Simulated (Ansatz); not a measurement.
The system is SiF.

```
Si F
1.0
     3.02860    0.00000    0.00000
     0.00000    3.02860    0.00000
     0.00000    0.00000    3.02860
Si F
1 1
Direct
  0.50000 0.50000 0.50000
  0.00000 0.00000 0.00000
```

The cell was built by a generator and needn't be a form met in nature.

```yaml
Program: Ansatz 0.2.0
Task: relaxation of cell and atoms
Functional: BLYP
Potentials_or_basis: Ansatz PAW
Cutoff: "420 eV (not typed: the program's choice for these potentials)"
k_mesh: 9 × 9 × 9
Occupations: fermi-dirac, width 0.05 eV
Spin: no spin polarisation
```

At the start: volume 13.89 Å³/atom.

Task: Where does the relaxation end?

Result: It ends after 8 steps and the volume is 15.11 Å³/atom (+8.8 %); space group Pm-3m (No. 221, to 0.05 Å).

Step by step:
```
step  energy change (eV)  largest force (eV/Å)  volume (Å³)
   1              0.0000                0.0000        27.78
   2             -0.0270                0.0000        30.43
   3             -0.0305                0.0000        29.94
   4             -0.0306                0.0000        29.91
   5             -0.0415                0.0000        29.91
   6             -0.0412                0.0000        30.18
   7             -0.0411                0.0000        30.22
   8             -0.0421                0.0000        30.22
```

Final structure:
```yaml
crystal:
  lattice:
    - [3.11475, 0.00000, 0.00000]
    - [0.00000, 3.11475, 0.00000]
    - [0.00000, 0.00000, 3.11475]
  atoms:
    - { symbol: Si, position: [0.50000, 0.50000, 0.50000] }
    - { symbol: F, position: [0.00000, 0.00000, 0.00000] }
```

Caveat: the plane-wave basis is chosen anew once the cell has moved, so the energies of steps on either side of that aren't comparable; the pressure holds a Pulay correction of +0.5 GPa for the finite cutoff; an odd number of electrons without spin polarisation forces a metal; a magnetic or distorted state may lie lower; the PAW data sets come from PBE, with cores solved anew for the run's functional, which leaves a small shift of forces and pressure.
